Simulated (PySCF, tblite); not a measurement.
# H5HfNO3, a small molecule taken as a stand-in for a surface group (hafnium hydroxide): NMR shifts, core binding energies and electronic excitations, part 2 of 2

tblite 0.8.0 and PySCF 2.14.0. Atoms count from 0, parts from 1. Earlier steps stand in the parts before.

## 5. X-ray photoelectron lines: SCAN, X2C

Job settings and geometry (Å):

```
{"job": {"kind": "xps", "holes": 5}, "charge": 0, "multiplicity": 1}
O     -1.932192     0.606611     0.216212
Hf    -0.193303    -0.212940     0.005650
O     -0.087790    -1.017749    -1.757167
O      0.273981    -1.536506     1.337565
N      1.176408     1.292972     0.186281
H     -2.839856     0.849020     0.379404
H      0.132473    -1.142518    -2.677152
H      0.352101    -2.327159     1.865454
H      2.130603     1.199073     0.524944
H      1.029150     2.263569    -0.079669
```

Method: delta-SCF UKS SCAN, pcX-2 on the ionised atom, pcseg-1 elsewhere (x2c-SVPall past Kr), spin-free X2C.

The program printed:

```text
ground state, core basis on atom 0 (O), 178 functions
  cycle   1  E = -15363.18644722  |g| = 1.52e+00
  cycle   2  E = -15360.76808740  |g| = 3.77e+00
  cycle   3  E = -15363.54669403  |g| = 4.87e-01
  cycle   4  E = -15363.60224175  |g| = 1.97e-01
  cycle   5  E = -15363.60716837  |g| = 9.93e-02
  cycle   6  E = -15363.60932009  |g| = 3.39e-02
  cycle   7  E = -15363.60951407  |g| = 6.78e-03
  cycle   8  E = -15363.60951703  |g| = 6.36e-03
  cycle   9  E = -15363.60952275  |g| = 4.92e-04
  E(ground) = -15363.89298878 Eh
hole in O 1s of atom 0
  cycle   1  E = -15343.02636799  |g| = 2.23e+00
  cycle   2  E = -15340.71248175  |g| = 2.60e+00
  cycle   3  E = -15343.27210252  |g| = 1.14e+00
  cycle   4  E = -15343.78801940  |g| = 4.10e-01
  cycle   5  E = -15343.83107347  |g| = 2.32e-01
  cycle   6  E = -15343.84996909  |g| = 1.15e-01
  cycle   7  E = -15343.85479140  |g| = 4.42e-02
  cycle   8  E = -15343.85569370  |g| = 7.68e-03
  cycle   9  E = -15343.85572165  |g| = 1.34e-03
  cycle  10  E = -15343.85571917  |g| = 6.21e-04
  cycle  11  E = -15343.85571713  |g| = 2.55e-04
  E(ion) = -15344.14165258 Eh   <S^2> = 0.7617   hole on atom = 1.000   binding energy = 537.461 eV
ground state, core basis on atom 2 (O), 178 functions
  cycle   1  E = -15363.60732256  |g| = 1.31e-01
  cycle   2  E = -15363.60048607  |g| = 2.11e-01
  cycle   3  E = -15363.60860927  |g| = 4.39e-02
  cycle   4  E = -15363.60895118  |g| = 1.33e-02
  cycle   5  E = -15363.60898759  |g| = 2.89e-03
  cycle   6  E = -15363.60898343  |g| = 3.85e-04
  E(ground) = -15363.89310611 Eh
hole in O 1s of atom 2
  cycle   1  E = -15343.03251326  |g| = 2.23e+00
  cycle   2  E = -15340.77920383  |g| = 2.59e+00
  cycle   3  E = -15343.29446318  |g| = 1.12e+00
  cycle   4  E = -15343.78735994  |g| = 4.30e-01
  cycle   5  E = -15343.83668220  |g| = 2.36e-01
  cycle   6  E = -15343.85728570  |g| = 1.14e-01
  cycle   7  E = -15343.86191588  |g| = 4.51e-02
  cycle   8  E = -15343.86286437  |g| = 7.31e-03
  cycle   9  E = -15343.86288430  |g| = 1.36e-03
  cycle  10  E = -15343.86288310  |g| = 6.82e-04
  cycle  11  E = -15343.86288347  |g| = 4.57e-04
  E(ion) = -15344.14990952 Eh   <S^2> = 0.7617   hole on atom = 1.000   binding energy = 537.240 eV
ground state, core basis on atom 3 (O), 178 functions
  cycle   1  E = -15363.60651109  |g| = 1.29e-01
  cycle   2  E = -15363.60005361  |g| = 2.06e-01
  cycle   3  E = -15363.60769583  |g| = 4.48e-02
  cycle   4  E = -15363.60804393  |g| = 1.41e-02
  cycle   5  E = -15363.60807744  |g| = 2.71e-03
  cycle   6  E = -15363.60808367  |g| = 4.76e-04
  E(ground) = -15363.89301143 Eh
hole in O 1s of atom 3
  cycle   1  E = -15343.02383981  |g| = 2.23e+00
  cycle   2  E = -15340.71049458  |g| = 2.60e+00
  cycle   3  E = -15343.27225669  |g| = 1.13e+00
  cycle   4  E = -15343.78442365  |g| = 4.13e-01
  cycle   5  E = -15343.82863411  |g| = 2.33e-01
  cycle   6  E = -15343.84775588  |g| = 1.14e-01
  cycle   7  E = -15343.85242290  |g| = 4.41e-02
  cycle   8  E = -15343.85333721  |g| = 7.69e-03
  cycle   9  E = -15343.85335732  |g| = 1.43e-03
  cycle  10  E = -15343.85335629  |g| = 1.03e-03
  cycle  11  E = -15343.85335394  |g| = 7.02e-04
  cycle  12  E = -15343.85335563  |g| = 1.56e-04
  E(ion) = -15344.14067108 Eh   <S^2> = 0.7617   hole on atom = 1.000   binding energy = 537.489 eV
ground state, core basis on atom 4 (N), 178 functions
  cycle   1  E = -15363.59073814  |g| = 1.04e-01
  cycle   2  E = -15363.58658307  |g| = 1.63e-01
  cycle   3  E = -15363.59163536  |g| = 3.36e-02
  cycle   4  E = -15363.59185713  |g| = 5.87e-03
  cycle   5  E = -15363.59186788  |g| = 2.18e-03
  cycle   6  E = -15363.59186554  |g| = 4.83e-04
  E(ground) = -15363.87679153 Eh
hole in N 1s of atom 4
  cycle   1  E = -15348.04743891  |g| = 1.86e+00
  cycle   2  E = -15347.52166357  |g| = 2.02e+00
  cycle   3  E = -15348.68125657  |g| = 4.61e-01
  cycle   4  E = -15348.62647951  |g| = 5.73e-01
  cycle   5  E = -15348.75793347  |g| = 4.61e-02
  cycle   6  E = -15348.75871500  |g| = 2.17e-02
  cycle   7  E = -15348.75887660  |g| = 4.53e-03
  cycle   8  E = -15348.75888003  |g| = 4.00e-03
  cycle   9  E = -15348.75888308  |g| = 1.73e-03
  cycle  10  E = -15348.75888711  |g| = 3.97e-04
  E(ion) = -15349.04336739 Eh   <S^2> = 0.7651   hole on atom = 1.000   binding energy = 403.638 eV
```

Wall time 77 s (1 thread of Arm Neoverse N1, shared host); peak memory 0.58 GiB.

Atoms past Kr, which the light-atom basis doesn't hold, take an all-electron relativistic set.

The holes in one table. −ε is the ground-state orbital energy:

```
     hole  stands for                 environment  ΔSCF (eV)  −ε (eV)   ⟨S²⟩
O1s on O0          O0      oxygen bonded to Hf, H     537.46    516.1  0.762
O1s on O2          O2      oxygen bonded to Hf, H     537.24    515.9  0.762
O1s on O3          O3      oxygen bonded to Hf, H     537.49    516.1  0.762
N1s on N4          N4  nitrogen bonded to Hf, 2 H     403.64    384.8  0.765
```

## 6. Excited states and response: CAM-B3LYP/def2-SVPD

The job, as its differences from that of step 5:

```diff
@@ -1,2 +1,2 @@
-{"job": {"kind": "xps", "holes": 5}, "charge": 0, "multiplicity": 1}
+{"job": {"kind": "uv", "xc": "CAM-B3LYP", "basis": "def2-SVPD", "nstates": 6, "ntriplets": 2, "ip": true}, "charge": 0, "multiplicity": 1}
 O     -1.932192     0.606611     0.216212
```

Method: TDDFT CAM-B3LYP/def2-SVPD, vertical, gas phase, core orbitals frozen in the response.

The program printed:

```text
coarse grid: 41864 points
cycle   1  E = -330.9967523417  dE = -1.264e+01  |g| = 1.333e+00  |ddm| = 8.118e+00
cycle   2  E = -330.8163219747  dE =  1.804e-01  |g| = 1.705e+00  |ddm| = 2.462e+00
cycle   3  E = -331.3623127916  dE = -5.460e-01  |g| = 1.945e-01  |ddm| = 1.228e+00
cycle   4  E = -331.3700965529  dE = -7.784e-03  |g| = 4.530e-02  |ddm| = 2.092e-01
cycle   5  E = -331.3705630297  dE = -4.665e-04  |g| = 1.500e-02  |ddm| = 5.522e-02
cycle   6  E = -331.3706120028  dE = -4.897e-05  |g| = 2.774e-03  |ddm| = 1.400e-02
cycle   7  E = -331.3706148742  dE = -2.871e-06  |g| = 4.994e-04  |ddm| = 5.064e-03
final grid: 86856 points
cycle   8  E = -331.3706512251  dE = -1.088e-07  |g| = 6.182e-04  |ddm| = 3.645e-03
cycle   9  E = -331.3706511509  dE =  7.428e-08  |g| = 9.117e-04  |ddm| = 1.129e-03
cycle  10  E = -331.3706513033  dE = -1.525e-07  |g| = 3.902e-05  |ddm| = 6.033e-04
cycle  11  E = -331.3706513039  dE = -5.952e-10  |g| = 1.537e-05  |ddm| = 7.439e-05
converged SCF energy = -331.3706513039

Static polarisability (au): isotropic 60.653, principal 59.667 59.755 62.538

Singlet excitations
state   eV       nm        f      main configurations
  1   5.9081    209.9   0.04501   H->L 0.74, H->L+3 0.19
  2   6.2382    198.7   0.00085   H->L+4 0.94
  3   7.0773    175.2   0.00624   H->L+3 0.39, H->L 0.18, H->L+2 0.17
  4   7.1466    173.5   0.00461   H->L+1 0.70, H->L+5 0.21
  5   7.1974    172.3   0.02911   H->L+2 0.42, H->L+3 0.22, H->L+6 0.16
  6   7.3913    167.7   0.00063   H->L+5 0.50, H-1->L 0.16, H->L+9 0.12

Triplet excitations (Tamm-Dancoff, eV): 5.6162 6.1086
Vertical ionisation energy (delta-SCF) = 9.3156 eV
```

Wall time 72 s (1 thread of Arm Neoverse N1, shared host); peak memory 0.82 GiB.

The orbitals next to the gap, with their largest atomic shares:

```
orbital      eV                       atoms
 HOMO−3  -10.63   O0 55 %, O3 14 %, Hf1 8 %
 HOMO−2  -10.37   O2 54 %, O3 17 %, O0 12 %
 HOMO−1  -10.11   O2 45 %, O0 24 %, O3 20 %
   HOMO   -8.44   N4 67 %, Hf1 10 %, H8 7 %
   LUMO    0.41    Hf1 61 %, O3 8 %, O0 8 %
 LUMO+1    1.12  Hf1 59 %, O3 13 %, O0 10 %
 LUMO+2    1.15   Hf1 60 %, O2 12 %, O0 8 %
```

With each of the 6 states as a Gaussian band of 0.4 eV half-width at 1/e, the curve within the window shown has maxima at 210 nm (ε 1,800), 173 nm (ε 1,600) L/(mol cm). Beyond the last state computed it falls off for lack of states. The curve at chosen wavelengths:

```json
{"nm": "161", "ε (L/mol/cm)": "324"}
{"nm": "164", "ε (L/mol/cm)": "691"}
{"nm": "167", "ε (L/mol/cm)": "1144"}
{"nm": "170", "ε (L/mol/cm)": "1507"}
{"nm": "173", "ε (L/mol/cm)": "1615"}
{"nm": "175", "ε (L/mol/cm)": "1524"}
{"nm": "178", "ε (L/mol/cm)": "1214"}
{"nm": "181", "ε (L/mol/cm)": "835"}
{"nm": "184", "ε (L/mol/cm)": "521"}
{"nm": "187", "ε (L/mol/cm)": "342"}
{"nm": "190", "ε (L/mol/cm)": "317"}
{"nm": "193", "ε (L/mol/cm)": "438"}
{"nm": "196", "ε (L/mol/cm)": "686"}
{"nm": "198", "ε (L/mol/cm)": "901"}
{"nm": "201", "ε (L/mol/cm)": "1254"}
{"nm": "204", "ε (L/mol/cm)": "1572"}
{"nm": "207", "ε (L/mol/cm)": "1782"}
{"nm": "210", "ε (L/mol/cm)": "1838"}
{"nm": "213", "ε (L/mol/cm)": "1738"}
{"nm": "216", "ε (L/mol/cm)": "1517"}
{"nm": "219", "ε (L/mol/cm)": "1230"}
{"nm": "221", "ε (L/mol/cm)": "1029"}
{"nm": "224", "ε (L/mol/cm)": "747"}
{"nm": "227", "ε (L/mol/cm)": "512"}
{"nm": "230", "ε (L/mol/cm)": "332"}
{"nm": "233", "ε (L/mol/cm)": "205"}
```

Further results of this job:

```
           property  computed
  dipole moment (D)      0.25
polarisability (Å³)      8.99
 HOMO–LUMO gap (eV)      8.85
      −ε(HOMO) (eV)      8.44
```

## 7. Results

This closing draws on all 2 parts.

| quantity | value |
| --- | --- |
| rotational constants (main isotopes) | 2.80, 2.74, 2.62 GHz |
| 1H shifts against TMS (PBE0/def2-SVP+pcSseg-1) | 2.70, 2.69, 2.43, 2.37, 2.21 ppm |
| 17O shifts against H2O (PBE0/def2-SVP+pcSseg-1) | 155.4, 150.2, 145.6 ppm |
| 15N shifts against NH3 (PBE0/def2-SVP+pcSseg-1) | 97.5 ppm |
| O1s binding energies, SCAN/pcX-2 | O3 537.49, O0 537.46, O2 537.24 eV |
| N1s binding energies, SCAN/pcX-2 | N4 403.64 eV |
| lowest singlet (CAM-B3LYP/def2-SVPD) | 5.91 eV (210 nm), f = 0.045 |
| lowest triplet | 5.62 eV |
| vertical ionisation energy (ΔSCF) | 9.32 eV |

**Reading.** Over 44 steps the energy fell by 1.228 eV; of the close pairs, Hf1–H7 changed most, 2.356 to 2.868 Å (PBE0/def2-SVP). At PBE0/def2-SVP+pcSseg-1: The widest tensor belongs to O3: span 261 ppm, with a paramagnetic part of -212 ppm. The O1s levels kept as sound span 0.25 eV, from O2 (oxygen bonded to Hf, H) up to O3 (oxygen bonded to Hf, H). The first singlet state (HOMO→LUMO 0.74, HOMO→LUMO+3 0.19) lies at 5.91 eV and is weak. The lowest triplet lies 0.29 eV below the lowest singlet (triplets in Tamm-Dancoff, singlets in full TDDFT). Spin-orbit coupling, left out, mixes singlets and triplets in elements this heavy. ΔSCF puts the ionisation energy at 9.32 eV, 0.87 eV above −ε(HOMO). Spin-orbit coupling is left out, which matters for shieldings and couplings at and beside the heavy atoms.
